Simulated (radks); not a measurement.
# Cu⁺ inside a hard spherical wall

The task here is to estimate one member of a computed series from the others.

Method: scalar-relativistic Kohn-Sham, PBEsol, spin-polarised, spherical densities, finite nucleus. Code: radks (a radial shooting solver on a logarithmic mesh, Libxc functionals) version 1.

### What is computed

- element: copper (Z = 29)
- charge: +1
- electrons: 28
- configuration: [Ar] 3d10
- nuclear rms radius: 3.8823 fm

Outer shells as boxes (Hund's rule):

Cu⁺
```
[Ar] core
3d [↑↓][↑↓][↑↓][↑↓][↑↓]
```

Set-up of the first run:

Input:

```text
Z 29
configuration [Ar] 3d10 4s0 4p0 4d0
relativity scalar-relativistic
functional pbe_sol,pbe_sol
spin polarised
nucleus finite rms 3.8823 fm
c 137.035999084
```

Among the steps run: The free atom; Wall at 10 bohr; Wall at 7 bohr; Wall at 6 bohr; Wall at 5 bohr; Wall at 3.5 bohr; Wall at 3 bohr; Wall at 2 bohr.

One of the session's tables, all rows but one given; the rest of the session is left out.

```
R (bohr)  E − E(free) (eV)  ε(4s, empty) (eV)  ε(4p, empty) (eV)  ε(4d, empty) (eV)  pressure (GPa)
    free             0.000            -11.775             -6.393                  -               0
      10             0.000            -11.775             -6.379             -1.315        < 0.0001
       7             0.005            -11.729             -6.101              0.661          0.0164
       6             0.031            -11.575             -5.610              2.537           0.133
       5                 ?                  ?                  ?                  ?               ?
     3.5             2.769             -5.449              4.113             21.979            36.4
       3             7.227              1.317             12.975             35.229             136
       2            65.775             58.084             78.070             111.30            3644
```

**Question.** Estimate the row for R (bohr) = 5.

Worked estimate for «E − E(free) (eV)». A straight line through the neighbours (6, 0.031) and (3.5, 2.769) gives 0.031 + (2.769 − 0.031) × (5 − 6) / (3.5 − 6) = 1.126; a parabola fitted to 4 rows on both sides gives -0.106.

The run gave: E − E(free) (eV): 0.184; ε(4s, empty) (eV): -10.969; ε(4p, empty) (eV): -4.282; ε(4d, empty) (eV): 6.207; pressure (GPa): 1.12. In «E − E(free) (eV)» the line misses by +0.942 and the parabola by -0.290.

What this shows: Eigenvalues are for spin up. At the tightest wall, 2 bohr, the energy stands 65.775 eV above the free atom and the pressure, −dE/dV, is 3644 GPa. From R = 2 bohr inwards the highest occupied level lies above zero, pushed up by confinement. Shells are not refilled when levels cross, and a hard wall is a model, not a crystal.
